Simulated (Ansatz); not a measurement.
## CH6Al2O, SMILES O[CH]([AlH2])[AlH2]: vertical spin-state energies, step by step

Program: Ansatz 0.2.0, Python API.

The cells in order, each with its output:

```python
import ansatz as az
from ase import Atoms
```

```python
atoms = Atoms(['O', 'C', 'Al', 'Al', 'H', 'H', 'H', 'H', 'H', 'H'], positions=[
    (-1.1357, 0.2973, -1.3293),
    (-0.724, 0.0927, -0.0426),
    (0.1104, -1.7055, 0.087),
    (0.6298, 1.527, 0.5614),
    (-0.3922, 0.3197, -1.9598),
    (-1.5845, 0.1218, 0.6525),
    (0.2508, -2.6524, -1.1776),
    (0.7646, -2.184, 1.4961),
    (0.2397, 2.3838, 1.9198),
    (1.9242, 1.7484, -0.2046),
])
geometry = az.Crystal.molecule_from_ase(atoms)

calculation = (
    geometry.calculation()
    .basis(gaussian='def2-SVP')
    .functional('cam_b3lyp')
)
found = {}
for unpaired in [0, 2]:
    data = calculation.spin('collinear', total=unpaired).run(threads=1).report
    s = unpaired / 2
    found[unpaired] = data['free_energy_ev']
    print(f'2S+1 = {unpaired + 1}: E = {found[unpaired]:.5f} eV, <S^2> = {abs(data["mean_field"]["state"]["spin_squared"]):.3f} (pure state {s * (s + 1):.2f})')
lowest = min(found, key=found.get)
for unpaired, e in found.items():
    print(f'multiplicity {unpaired + 1}: {(e - found[lowest]):.3f} eV above the lowest')
```

    2S+1 = 1: E = -16365.77977 eV, <S^2> = 0.000 (pure state 0.00)
    2S+1 = 3: E = -16363.18036 eV, <S^2> = 2.005 (pure state 2.00)
    multiplicity 1: 0.000 eV above the lowest
    multiplicity 3: 2.599 eV above the lowest

In order: multiplicity 1 (+0.00 eV) and multiplicity 3 (+2.60 eV), all at the one geometry.

Notes:
- Total energies depend on the basis set; only differences at equal settings carry meaning.
- The geometry is a force-field or estimated start, not a minimum of this method, and the basis set is short of its limit. All parts are taken at fixed geometry, without zero-point energy.
- Wall time of the script: 11 s on 1 thread of Intel(R) Xeon(R) Platinum 8488C (Sapphire Rapids), with other jobs on the host, peak memory 0.36 GiB.

(Lines on the test bed's own set-up are left out of the output.)
